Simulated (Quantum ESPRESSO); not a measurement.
Write the native input for Quantum ESPRESSO 7.5 that does the following.

| Item | Value |
| --- | --- |
| Task | single point |
| Functional | PBEsol |
| Potentials or basis | GBRV 1.5 PBEsol |
| Cutoff | 762 eV |
| Density cutoff | 6123 eV |
| k mesh | 32 × 32 × 32 |
| Occupations | methfessel-paxton, width 0.2 eV |
| Spin | no spin polarisation |
| Mixing beta | 0.5 |
| Most SCF iterations | 120 |
| SCF threshold | 2e-10 Ry |
| Tstress | yes |
| Forc conv thr | 0.0001 Ry/bohr |

Pt:

```xyz
1
Lattice="0.0000 1.9477 1.9477 1.9575 -0.0098 1.9575 1.9575 1.9575 -0.0098" Properties=species:S:1:pos:R:3 pbc="T T T"
Pt    0.0000    0.0000    0.0000
```

The cell was built by a generator and needn't be a form met in nature.

These files were run (other wordings do the same):

pw.in

```
&CONTROL
  calculation = 'scf'
  prefix = 'pwscf'
  outdir = './tmp'
  pseudo_dir = './pseudo'
  tprnfor = .true.
  tstress = .true.
  disk_io = 'nowf'
  forc_conv_thr = 0.0001
/
&SYSTEM
  ibrav = 0
  nat = 1
  ntyp = 1
  ecutwfc = 56
  ecutrho = 450
  nbnd = 14
  occupations = 'smearing'
  smearing = 'mp'
  degauss = 0.01469973
/
&ELECTRONS
  conv_thr = 2d-10
  electron_maxstep = 120
  mixing_beta = 0.5
/
ATOMIC_SPECIES
Pt   195.0840 pt_pbesol_v1.4.uspp.F.UPF
CELL_PARAMETERS angstrom
   0.0000000000    1.9477258131    1.9477258131
   1.9575133800   -0.0097875669    1.9575133800
   1.9575133800    1.9575133800   -0.0097875669
ATOMIC_POSITIONS crystal
Pt     0.0000000000    0.0000000000    0.0000000000
K_POINTS automatic
32 32 32 0 0 0
```

Potentials or basis: GBRV 1.5 PBEsol.

Launch:

```sh
$ OMP_NUM_THREADS=1 mpirun -n 4 pw.x -nk 4 -in pw.in > pw.out
```

Results of the run:

```json
{"Pressure": "-0.2 GPa", "Band gap on the k mesh": "none (metal or under the smearing width)"}
```

It took 91 s on 4 MPI ranks on Intel(R) Xeon(R) Platinum 8375C CPU @ 2.90GHz (Ice Lake), on a shared host, peak memory 0.96 GiB a rank.
